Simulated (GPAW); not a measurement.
Input of a GPAW 26.7.0 run:

The input run.py:

```python
import numpy as np
from ase import Atoms
from ase.dft.bandgap import bandgap
from ase.io import write
from gpaw import GPAW, PW
from gpaw.response.df import DielectricFunction

atoms = Atoms(['Se', 'Se', 'Se', 'Se', 'Ga', 'Ga', 'Cu', 'Cu'],
              cell=[[-2.80955, 2.80955, 5.513],
                    [2.80955, -2.80955, 5.513],
                    [2.80955, 2.80955, -5.513]],
              scaled_positions=[[0.12562, 0.625, 0.00062],
                                [0.875, 0.87438, 0.49938],
                                [0.62438, 0.125, 0.99938],
                                [0.375, 0.37562, 0.50062],
                                [0.25, 0.75, 0.5],
                                [0.5, 0.5, 0.0],
                                [0.75, 0.25, 0.5],
                                [0.0, 0.0, 0.0]],
              pbc=True)

calc = GPAW(mode=PW(450),
            xc='LDA',
            kpts={'size': (5, 5, 5), 'gamma': True},
            occupations={'name': 'fermi-dirac', 'width': 0.001},
            nbands=48,
            convergence={'density': 1e-06},
            maxiter=150,
            txt='gpaw.txt')
atoms.calc = calc
energy = atoms.get_potential_energy()
calc.write('gs.gpw')
write('result.traj', atoms)
print(f'Energy: {energy:.6f} eV')
print('Fermi level:', round(calc.get_fermi_level(), 4), 'eV')
print(f'Gap: {bandgap(calc)[0]:.4f} eV, direct: {bandgap(calc, direct=True)[0]:.4f} eV')

for size in [(5, 5, 5), (7, 7, 7)]:
    name = 'x'.join(str(n) for n in size)
    dense = calc.fixed_density(kpts={'size': size, 'gamma': True},
                               nbands=96, convergence={'bands': 90, 'eigenstates': 1e-7},
                               update_fermi_level=True, txt=f'dense-{name}.txt')
    dense.write(f'{name}.gpw', mode='all')
    df = DielectricFunction(f'{name}.gpw', frequencies=np.array([0.0]), hilbert=False, eta=0.001,
                            ecut=80, nbands=90, intraband=False, txt=f'df-{name}.txt')
    for xc in ['RPA', 'LR0.1', 'LR0.3']:
        for direction in ['x', 'y', 'z', [0, 1, 1], [1, 0, 1], [1, 1, 0]]:
            e0, e = df.get_macroscopic_dielectric_constant(xc=xc, direction=direction)
            print(f'{name} {xc} {direction}: {e0:.4f} without, {e:.4f} with local fields')
```

Potentials or basis: the program's PAW data sets (release 1.2.1) made for this functional, pw.

The run is started by

```console
$ OMP_NUM_THREADS=1 python run.py
```

Question: Estimate the electronic dielectric tensor (diagonal).

Answer: 34.88, 34.88, 247.66.

Question: Predict the band gap on the k mesh.

Answer: 0.11 eV, direct.

Electronic dielectric tensor:
```
 34.88   0.00   0.00
  0.00  34.88   0.00
  0.00   0.00 247.66
```

Caveat: the dielectric constant isn't converged in the k mesh; the gap is small at this level, which inflates the dielectric constant; the long-wavelength limit can be off by several per cent where d states take part; an odd mesh through Γ misses points on the zone boundary, where band edges often lie.

The gap isn't set beside the measured one, since this odd mesh misses points on the zone boundary.
